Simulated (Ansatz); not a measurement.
# CH6SiSn: the cost of one run

Program: Ansatz 0.2.0 through its Python package. Level of theory: PBE/def2-SVP. These are calculated values, not measurements.

### Step 1. Starting point

Bond lengths: C1–Si2 1.795 Å, C1–Sn3 2.070 Å, Si2–Sn3 2.570 Å, C1–H4 1.096 Å, C1–H5 1.163 Å, Si2–H6 1.486 Å, Si2–H7 1.489 Å, Sn3–H8 1.777 Å, Sn3–H9 1.799 Å. Angles (14 of 18 angles, heavy atoms first): C1–Si2–Sn3 53.1°, Si2–C1–Sn3 83.0°, C1–Sn3–Si2 43.9°, C1–Si2–H6 116.0°, C1–Si2–H7 114.1°, Sn3–Si2–H6 114.1°, Sn3–Si2–H7 114.3°, Si2–C1–H4 112.0°, Si2–C1–H5 112.2°, Sn3–C1–H4 117.0°, Sn3–C1–H5 113.9°, C1–Sn3–H8 116.1°, C1–Sn3–H9 119.6°, Si2–Sn3–H8 106.0°.

The script holds or builds the structure itself.

### Step 2. Script

run_scan.py

```python
"""Potential curve of CH6SiSn along one bond."""

import warnings

import ansatz as az
import numpy as np

BASIS = "def2-SVP"
XC = "pbe"

warnings.simplefilter("ignore", az.DeckWarning)

ch6sisn = (
    az.Crystal.molecule()
    .atom("C", (-0.7707, 0.0656, -0.6997))
    .atom("Si", (0.79, 0.8858, -0.3611))
    .atom("Sn", (-0.2433, -1.069, 0.949))
    .atom("H", (-0.7669, -0.4387, -1.6725))
    .atom("H", (-1.6825, 0.7647, -0.5185))
    .atom("H", (0.6998, 2.197, 0.3331))
    .atom("H", (1.8945, 0.4929, -1.2785))
    .atom("H", (0.7947, -2.4762, 0.6308))
    .atom("H", (-0.6271, -0.4682, 2.6004))
)

symbols = [site.symbol for site in ch6sisn.cartesian_sites]
start = np.array([site.position_ang for site in ch6sisn.cartesian_sites])
axis = (start[3] - start[0]) / np.linalg.norm(start[3] - start[0])
moving = [3]
lengths, energies = [0.93, 1.01, 1.1, 1.21, 1.37, 1.64, 1.97, 2.41], []
for length in lengths:
    xyz = start.copy()
    xyz[moving] += (length - np.linalg.norm(start[3] - start[0])) * axis
    point = az.Crystal.molecule()
    for symbol, place in zip(symbols, xyz):
        point = point.atom(symbol, place.tolist())
    setup = point.calculation().basis(gaussian=BASIS).functional(XC)
    r = setup.run().report
    energies.append(r["free_energy_ev"])
    print(f"r = {length:6.3f} A  E = {energies[-1]:.5f} eV  <S^2> = {abs(r['mean_field']['state']['spin_squared']):.3f}")

print("energy above the lowest point (eV):", [round(e - min(energies), 3) for e in energies])
```

### Step 3. Launch

Command:

```bash
> python run_scan.py
```

What time and memory should one allow on 1 thread of Arm Neoverse V2, shared host?

About 15 s, with a peak of 0.19 GiB.
